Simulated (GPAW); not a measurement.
# FeO (Fm-3m) in GPAW: convergence with plane-wave cutoff (eV)

Aim: find how far plane-wave cutoff (eV) must go before the results for FeO settle, at r2SCAN. This setting moves, with any that are tied to it; all else stays.

Program: GPAW 26.7.0. These are calculated values, not measurements. Logs are shortened: lines on timing, memory, paths and dates and some standing lists are left out, and cuts for length are marked. The log counts tension as positive stress, the text compression.

**1. The crystal as given**

It takes space group Fm-3m (No. 225, cubic). The conventional cell has a = 4.311 Å, b = 4.311 Å, c = 4.311 Å, α = 90.00°, β = 90.00°, γ = 90.00°. Fe (site symmetry m-3m) is surrounded by 6 O at 2.16 Å. Around O (site symmetry m-3m) lie 6 Fe at 2.16 Å.

**2. With plane-wave cutoff (eV) 300**

Input file run.py:

```python
from ase.dft.bandgap import bandgap
from ase.io import read, write
from ase.units import GPa
from gpaw import GPAW, PW

atoms = read('POSCAR')
atoms.set_initial_magnetic_moments([3.0, 0.0])

calc = GPAW(mode=PW(300),
            xc='MGGA_X_R2SCAN+MGGA_C_R2SCAN',
            kpts={'size': (8, 8, 8), 'gamma': True},
            occupations={'name': 'fermi-dirac', 'width': 0.05},
            nbands=17,
            convergence={'density': 1e-05, 'energy': 1e-05},
            maxiter=100,
            txt='gpaw.txt')
atoms.calc = calc
energy = atoms.get_potential_energy()
forces = atoms.get_forces()
stress = atoms.get_stress()
calc.write('gs.gpw')
write('result.traj', atoms)
print(f'Energy: {energy:.6f} eV')
print('Forces (eV/A):')
print(forces.round(4))
print('Stress (GPa):', (stress / GPa).round(3))
print('Moments:', calc.get_magnetic_moments().round(3))
print('Fermi level:', round(calc.get_fermi_level(), 4), 'eV')
print(f'Gap: {bandgap(calc)[0]:.4f} eV, direct: {bandgap(calc, direct=True)[0]:.4f} eV')
```

Input file POSCAR:

```
FeO
1.0
    0.0000000000      2.1554001600      2.1554001600
    2.1554001600      0.0000000000      2.1554001600
    2.1554001600      2.1554001600      0.0000000000
Fe O
1 1
Direct
    0.0000000000      0.0000000000      0.0000000000
    0.5000000000      0.5000000000      0.5000000000
```

Potentials or basis: GPAW PAW data sets (gpaw-data 1.2.1), pw.

The run is started by

```sh
OMP_NUM_THREADS=1 python run.py
```

It took 25 s on 1 thread of Arm Neoverse V2, shared host; peak memory 0.21 GiB.

Results:

* Free energy: -15.8417 eV
* Pressure: -142.2 GPa
* Band gap on the k mesh: none (metal or under the smearing width)
* Net moment: 4.00 μB per cell
* Site moments: Fe +3.60; O +0.21 μB

**3. With plane-wave cutoff (eV) 350**

run.py: that of step 2 with these lines changed.

```diff
@@ -8,3 +8,3 @@
 
-calc = GPAW(mode=PW(300),
+calc = GPAW(mode=PW(350),
             xc='MGGA_X_R2SCAN+MGGA_C_R2SCAN',
```

POSCAR is that of step 2.

Potentials or basis: GPAW PAW data sets (gpaw-data 1.2.1), pw.

The run is started by

```sh
OMP_NUM_THREADS=1 python run.py
```

Run time: 22 s. Hardware: 1 thread of Arm Neoverse V2, shared host; peak memory 0.21 GiB.

What came out:

| Property | Result |
| --- | --- |
| Free energy | -19.2515 eV |
| Pressure | -95.4 GPa |
| Band gap on the k mesh | none (metal or under the smearing width) |
| Net moment | 4.00 μB per cell |
| Site moments | Fe +3.61; O +0.21 μB |

**4. With plane-wave cutoff (eV) 400**

run.py: that of step 3 with these lines changed.

```diff
@@ -8,3 +8,3 @@
 
-calc = GPAW(mode=PW(350),
+calc = GPAW(mode=PW(400),
             xc='MGGA_X_R2SCAN+MGGA_C_R2SCAN',
```

POSCAR is that of step 3.

The run is started by

```sh
OMP_NUM_THREADS=1 python run.py
```

Wall time 25 s (1 thread of Arm Neoverse V2, shared host); peak memory 0.22 GiB.

Results:

* Free energy: -21.1039 eV
* Pressure: -62.3 GPa
* Band gap on the k mesh: none (metal or under the smearing width)
* Net moment: 4.00 μB per cell
* Site moments: Fe +3.61; O +0.22 μB

**5. With plane-wave cutoff (eV) 500**

run.py: that of step 4 with these lines changed.

```diff
@@ -8,3 +8,3 @@
 
-calc = GPAW(mode=PW(400),
+calc = GPAW(mode=PW(500),
             xc='MGGA_X_R2SCAN+MGGA_C_R2SCAN',
```

POSCAR is that of step 4.

The run is started by

```sh
OMP_NUM_THREADS=1 python run.py
```

Run time: 26 s. Hardware: 1 thread of Arm Neoverse V2, shared host; peak memory 0.22 GiB.

Results:

| Quantity | Value |
| --- | --- |
| Free energy | -22.6114 eV |
| Pressure | -21.4 GPa |
| Band gap on the k mesh | none (metal or under the smearing width) |
| Net moment | 4.00 μB per cell |
| Site moments | Fe +3.61; O +0.23 μB |

**6. With plane-wave cutoff (eV) 600**

run.py: that of step 5 with these lines changed.

```diff
@@ -8,3 +8,3 @@
 
-calc = GPAW(mode=PW(500),
+calc = GPAW(mode=PW(600),
             xc='MGGA_X_R2SCAN+MGGA_C_R2SCAN',
```

POSCAR is that of step 5.

Potentials or basis: GPAW PAW data sets (gpaw-data 1.2.1), pw.

The run is started by

```sh
OMP_NUM_THREADS=1 python run.py
```

It took 49 s on 1 thread of Arm Neoverse V2, shared host; peak memory 0.24 GiB.

Results (log left out):

* Free energy: -22.9362 eV
* Pressure: -8.7 GPa
* Band gap on the k mesh: none (metal or under the smearing width)
* Net moment: 4.00 μB per cell
* Site moments: Fe +3.61; O +0.23 μB

**7. With plane-wave cutoff (eV) 700**

run.py: that of step 6 with these lines changed.

```diff
@@ -8,3 +8,3 @@
 
-calc = GPAW(mode=PW(600),
+calc = GPAW(mode=PW(700),
             xc='MGGA_X_R2SCAN+MGGA_C_R2SCAN',
```

POSCAR is that of step 6.

The run is started by

```sh
OMP_NUM_THREADS=1 python run.py
```

Run time: 42 s. Hardware: 1 thread of Arm Neoverse V2, shared host; peak memory 0.25 GiB.

Results (log left out):

```
Free energy            : -23.0221 eV
Pressure               : -5.7 GPa
Band gap on the k mesh : none (metal or under the smearing width)
Net moment             : 4.00 μB per cell
Site moments           : Fe +3.61; O +0.23 μB
```

**8. With plane-wave cutoff (eV) 800**

run.py: that of step 7 with these lines changed.

```diff
@@ -8,3 +8,3 @@
 
-calc = GPAW(mode=PW(700),
+calc = GPAW(mode=PW(800),
             xc='MGGA_X_R2SCAN+MGGA_C_R2SCAN',
```

POSCAR is that of step 7.

The run is started by

```sh
OMP_NUM_THREADS=1 python run.py
```

It took 45 s on 1 thread of Arm Neoverse V2, shared host; peak memory 0.25 GiB.

Results (log left out):

| Property | Result |
| --- | --- |
| Free energy | -23.0504 eV |
| Pressure | -4.7 GPa |
| Band gap on the k mesh | none (metal or under the smearing width) |
| Net moment | 4.00 μB per cell |
| Site moments | Fe +3.62; O +0.23 μB |

**9. With plane-wave cutoff (eV) 1000**

run.py: that of step 8 with these lines changed.

```diff
@@ -8,3 +8,3 @@
 
-calc = GPAW(mode=PW(800),
+calc = GPAW(mode=PW(1000),
             xc='MGGA_X_R2SCAN+MGGA_C_R2SCAN',
```

POSCAR is that of step 8.

Potentials or basis: GPAW PAW data sets (gpaw-data 1.2.1), pw.

The run is started by

```sh
OMP_NUM_THREADS=1 python run.py
```

It took 96 s on 1 thread of Arm Neoverse V2, shared host; peak memory 0.28 GiB.

Results (log left out):

```yaml
Free_energy: -23.0633 eV
Pressure: -4.1 GPa
Band_gap_on_the_k_mesh: none (metal or under the smearing width)
Net_moment: 4.00 μB per cell
Site_moments: Fe +3.62; O +0.23 μB
```

**10. With plane-wave cutoff (eV) 1200**

run.py: that of step 9 with these lines changed.

```diff
@@ -8,3 +8,3 @@
 
-calc = GPAW(mode=PW(1000),
+calc = GPAW(mode=PW(1200),
             xc='MGGA_X_R2SCAN+MGGA_C_R2SCAN',
```

POSCAR is that of step 9.

Potentials or basis: GPAW PAW data sets (gpaw-data 1.2.1), pw.

The run is started by

```sh
OMP_NUM_THREADS=1 python run.py
```

gpaw.txt:

```text
__  _  _
 | _ |_)|_||  |
 |__||  | ||/\| - 26.7.0

Input parameters:
  mode=PW(ecut=1200.0),
  convergence={'density': 1e-05, 'energy': 1e-05},
  kpts=MonkhorstPack(size=(8, 8, 8), gamma=True),
  maxiter=100,
  nbands=17,
  occupations=Occupations(name='fermi-dirac', width=0.05),
  xc=XC(name='MGGA_X_R2SCAN+MGGA_C_R2SCAN')

Diagonalizing LCAO Hamiltonian
Converting LCAO to pw mode

              O

       Fe

Atoms  # Å, Bohr magnetons
|   | symbol |        x |        y |        z |    initial magnetic moments |
|---|--------|----------|----------|----------|-----------------------------|
| 0 |     Fe | 0.000000 | 0.000000 | 0.000000 | ( 0.0000,  0.0000,  3.0000) |
| 1 |      O | 2.155400 | 2.155400 | 2.155400 | ( 0.0000,  0.0000,  0.0000) |

Unit cell  # Å
| periodic |        x |        y |        z |  lengths |    angles |
|----------|----------|----------|----------|----------|-----------|
|      yes | 0.000000 | 2.155400 | 2.155400 | 3.048196 | 60.000000 |
|      yes | 2.155400 | 0.000000 | 2.155400 | 3.048196 | 60.000000 |
|      yes | 2.155400 | 2.155400 | 0.000000 | 3.048196 | 60.000000 |

Number of symmetries: 48
Symmetry operations  # r_c * U_cc + t_c -> r_c
|    | kind |            matrix            |
|----|------|------------------------------|
|  0 |  σ   |  1, 0, 0,  1, 0,-1,  1,-1, 0 |
|  1 |  C2  |  1, 0, 0,  1,-1, 0,  1, 0,-1 |
|  2 |  E   |  1, 0, 0,  0, 1, 0,  0, 0, 1 |
|  3 |  σ   |  1, 0, 0,  0, 0, 1,  0, 1, 0 |
|  4 |  C4  |  1, 0,-1,  1, 0, 0,  1,-1, 0 |
|  5 |  S6  |  1, 0,-1,  1,-1, 0,  1, 0, 0 |
|  6 |  σ   |  1, 0,-1,  0, 1,-1,  0, 0,-1 |
|  7 |  C3  |  1, 0,-1,  0, 0,-1,  0, 1,-1 |
|  8 |  S6  |  1,-1, 0,  1, 0, 0,  1, 0,-1 |
|  9 |  C4  |  1,-1, 0,  1, 0,-1,  1, 0, 0 |
| 10 |  C3  |  1,-1, 0,  0,-1, 1,  0,-1, 0 |
| 11 |  σ   |  1,-1, 0,  0,-1, 0,  0,-1, 1 |
| 12 |  σ   |  0, 1, 0,  1, 0, 0,  0, 0, 1 |
| 13 |  C4  |  0, 1, 0,  0, 1,-1, -1, 1, 0 |
| 14 |  C3  |  0, 1, 0,  0, 0, 1,  1, 0, 0 |
[... 163 lines left out ...]
maximum number of iterations: 100

SCF iterations
|iter     | |      energy | eigst |  dens |  magmom |
|---------|-|-------------|-------|-------|---------|
|iter:   1| |  -25.672490 | +0.11 |       |  +3.0024|
|iter:   2| |  -23.000934 | -1.05 | -0.73 |  +3.0544|
|iter:   3| |  -23.639589 | -0.96 | -0.73 |  +3.5870|
|iter:   4| |  -23.050300 | -1.43 | -0.98 |  +3.7444|
|iter:   5| |  -23.053122 | -2.32 | -1.40 |  +3.8734|
|iter:   6| |  -23.058832 | -2.84 | -1.75 |  +3.9985|
|iter:   7| |  -23.058857 | -4.65 | -2.53 |  +4.0005|
|iter:   8| |  -23.058892c| -5.17 | -2.94 |  +4.0036|
|iter:   9| |  -23.058893c| -6.78 | -3.79 |  +4.0038|
|iter:  10| |  -23.058893c| -6.91 | -4.08 |  +4.0039|
|iter:  11| |  -23.058893c| -7.45c| -4.69 |  +4.0039|
|iter:  12| |  -23.058893c| -8.02c| -5.39c|  +4.0039|

Converged in 12 steps
Energy contributions relative to reference atoms: (reference = -36660.306901)

Energy contributions:
  Kinetic:          31.225762
  Coulomb:         -26.920747
  Zero:              0.157044
  External:          0.000000
  Xc:              -27.514942
  Entropy:          -0.012019
  Spinorbit:         0.000000
  ----------------------------
  Free energy:     -23.064902
  Extrapolated:    -23.058893

dipole moment: (-10.305385, -10.305385, -10.305385)  # |e|*Ang

Total magnetic moment: (0.000000, 0.000000, 4.003866)

Local magnetic moments
|        x |        y |        z |
|----------|----------|----------|
| 0.000000 | 0.000000 | 3.615292 |  # Fe   0
| 0.000000 | 0.000000 | 0.226445 |  # O    1

Fermi level: 9.686
Eigenvalues  # (at kpt = [0.000, 0.000, 0.000])
| band index |      eig [eV] | occ [0-1] |      eig [eV] | occ [0-1] |
|------------|---------------|-----------|---------------|-----------|
|          0 |       -12.788 |     1.000 |       -12.262 |     1.000 |
|          1 |         4.769 |     1.000 |         5.650 |     1.000 |
|          2 |         4.769 |     1.000 |         5.650 |     1.000 |
|          3 |         4.769 |     1.000 |         5.650 |     1.000 |
|          4 |         4.872 |     1.000 |         8.906 |     1.000 |
|          5 |         4.872 |     1.000 |         8.906 |     1.000 |
[... 9 lines left out ...]
|         15 |        30.329 |     0.000 |        32.466 |     0.000 |
|         16 |        30.329 |     0.000 |        32.466 |     0.000 |

No gap
No difference between direct/indirect transitions

Forces  # eV/Ang
|       x |        y |        z |
|---------|----------|----------|
| 0.00000 |  0.00000 |  0.00000 |  # Fe   0
| 0.00000 | -0.00000 | -0.00000 |  # O    1

Stress tensor  # eV/Ang^3
|         x |         y |         z |
|-----------|-----------|-----------|
|  0.025073 | -0.000000 | -0.000000 |
| -0.000000 |  0.025073 |  0.000000 |
| -0.000000 |  0.000000 |  0.025073 |

# Writing to gs.gpw (mode='')
```

Wall time 94 s (1 thread of Arm Neoverse V2, shared host); peak memory 0.3 GiB.

What came out:

| Property | Result |
| --- | --- |
| Free energy | -23.0649 eV |
| Pressure | -4.0 GPa |
| Band gap on the k mesh | none (metal or under the smearing width) |
| Net moment | 4.00 μB per cell |
| Site moments | Fe +3.62; O +0.23 μB |

**11. The series at a glance**

| plane-wave cutoff (eV) | energy less the tightest run, at zero smearing (meV/atom) | pressure (GPa) | largest site moment (μB) | SCF cycles | CPU time (s) | peak memory (GiB) |
| --- | --- | --- | --- | --- | --- | --- |
| 300 | 3611.64 | -142.22 | 3.60 | 14 | 25 | 0.21 |
| 350 | 1906.78 | -95.39 | 3.61 | 11 | 22 | 0.21 |
| 400 | 980.49 | -62.31 | 3.61 | 11 | 25 | 0.22 |
| 500 | 226.72 | -21.42 | 3.61 | 12 | 26 | 0.22 |
| 600 | 64.33 | -8.71 | 3.61 | 12 | 49 | 0.24 |
| 700 | 21.42 | -5.67 | 3.61 | 12 | 42 | 0.25 |
| 800 | 7.25 | -4.70 | 3.62 | 12 | 45 | 0.25 |
| 1000 | 0.79 | -4.08 | 3.62 | 12 | 96 | 0.28 |
| 1200 | 0.00 | -4.02 | 3.62 | 12 | 94 | 0.3 |

Against the tightest run, the energy stays within 1 meV/atom from 1000 on; the pressure stays within 0.1 GPa from 1000 on; the largest site moment stays within 0.02 μB from 300 on. The tightest run that finished is the yardstick and may itself not be fully converged.

Caveats: the PAW data sets were made with another functional, which shifts forces and pressure a little; a cell with one magnetic atom can't hold antiferromagnetic order, which such compounds often take; semilocal functionals often make such compounds metallic where correlation or magnetic order opens a gap, which also shifts bond lengths.
